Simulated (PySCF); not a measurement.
# ClGe2H6N: the cost of one run

Programs: PySCF 2.14.0, with density-fitted response routines of our own. Each step states its level of theory. These are calculated values for one molecule in the gas phase, unless marked as measured. Atoms are numbered from 0 throughout.

## Step 1: The molecule as given

10 atoms, charge 0, multiplicity 1; geometry from: GFN2-xTB. The atoms were then displaced at random by about 0.01 Å, so the start is not that level's minimum.

Bonds of the start (Å): N0–Ge1 1.82, Ge1–Cl2 2.14, Ge1–Ge3 2.43, N0–H4 1.04, N0–H5 0.99, Ge1–H6 1.52, Ge3–H7 1.49, Ge3–H8 1.50, Ge3–H9 1.49.

## Step 2: Relaxing the molecule at PBE0-D3(BJ)/def2-SVP

The job: settings as JSON, then the geometry in Å.

```
{"job": {"xc": "PBE0", "basis": "def2-SVP", "d3": "d3bj", "grid": 1, "shake": 0.01, "kind": "geom"}, "charge": 0, "multiplicity": 1}
N     -1.650540    -0.825650     0.242590
Ge    -0.587440     0.511630    -0.386890
Cl    -1.093040     2.372540     0.536480
Ge     1.736160    -0.114380    -0.046560
H     -2.669120    -0.636380     0.185930
H     -1.461040    -1.182110     1.145050
H     -1.012230     0.669890    -1.833920
H      2.561170     0.059230    -1.275230
H      1.843760    -1.550430     0.371460
H      2.382740     0.674740     1.040030
```

On the command line:

```
OMP_NUM_THREADS=1 python probes_run.py task.json out
```

The driver reads the jobs from task.json and runs them one after another.

**Question.** How long does this first job take on 1 thread of Arm Neoverse V1, shared host, and how much memory does it need?

About 60 s, with a peak of 0.52 GiB.
